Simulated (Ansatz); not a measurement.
# GaCN (triplet): wave-function methods side by side, cc-pVTZ

The task here is to estimate one member of a computed series from the others.

Computed with Ansatz 0.2.0, Gaussian basis. Level: cc-pVTZ, core rule «outside noble gas», up to 16 orbitals frozen.

The runs, in order: UHF; CCSD(T) on ROHF; CCSD(T) on UHF; BCCD(T) on ROHF; CCSDT(Q) on ROHF; CCSDT(Q) on UHF.

5 further runs of the same task are left out: 2 for a known fault of the program, 3 set aside as unsound or not needed. Runs told in other sessions of the task aren't counted.

### The geometry

The geometry is a PBE0/def2-TZVP stationary point (not a proven minimum) of the parent state, kept for this charge and spin. No spin-orbit coupling is included. The filled d shell of Ga may be among the frozen orbitals whatever the setting's name suggests.

3 atoms, charge 0, spin multiplicity 3.

Atoms are counted from 1 here; the program's logs count them from 0.

Bond lengths: Ga1–C2 2.079 Å, C2–N3 1.157 Å. Angles: Ga1–C2–N3 180.0°.

Set-up of the first run:

The input, in.yaml:

```yaml
crystal:
  periodic: [false, false, false]
  atoms:
    - {symbol: Ga, position_ang: [0.000000, 0.000000, 1.771733]}
    - {symbol: C, position_ang: [0.000000, 0.000000, -0.307167]}
    - {symbol: N, position_ang: [0.000000, 0.000000, -1.464567]}
basis:
  gaussian: {orbitals: cc-pVTZ}
magnetization: {spin_polarized: true, initial_magnetization: 2}
hamiltonian: {xc: hf}
output: {orbitals: {seedname: orbitals}}
```

The run is started by

```
ansatz run in.yaml --threads 1 --pin off --events-out ev --progress --plain --max-ram 4096MiB --backend cpu
```

Among the steps run: UHF; CCSD(T) on ROHF; CCSD(T) on UHF; BCCD(T) on ROHF; CCSDT(Q) on ROHF; CCSDT(Q) on UHF.

One of the session's tables, all rows but one given; the rest of the session is left out.

It belongs to the step «Misses and costs». 

| method | from RCCSDT(Q) (kcal/mol) |
| --- | --- |
| ROHF | +245.51 |
| UHF | +244.22 |
| RMP2 | +18.19 |
| UMP2 | +17.73 |
| RCCSD | +14.68 |
| UCCSD | +14.14 |
| RCCSD(T) | ? |
| UCCSD(T) | +0.88 |
| BCCD(T) | +1.25 |
| RCCSDT | +1.25 |
| UCCSDT | +0.78 |
| RCCSDT(Q) | 0 |
| UCCSDT(Q) | -0.53 |

Estimate the missing values for RCCSD(T).

**Answer.** from RCCSDT(Q) (kcal/mol): +1.35. In the column «from RCCSDT(Q) (kcal/mol)» it lies between RCCSDT (+1.25) and UCCSD (+14.14).

Caveats from the session: Restricted and unrestricted rows rest on different reference determinants; a gap between their highest levels can come from leftover correlation error, from unlike frozen cores or from another state.
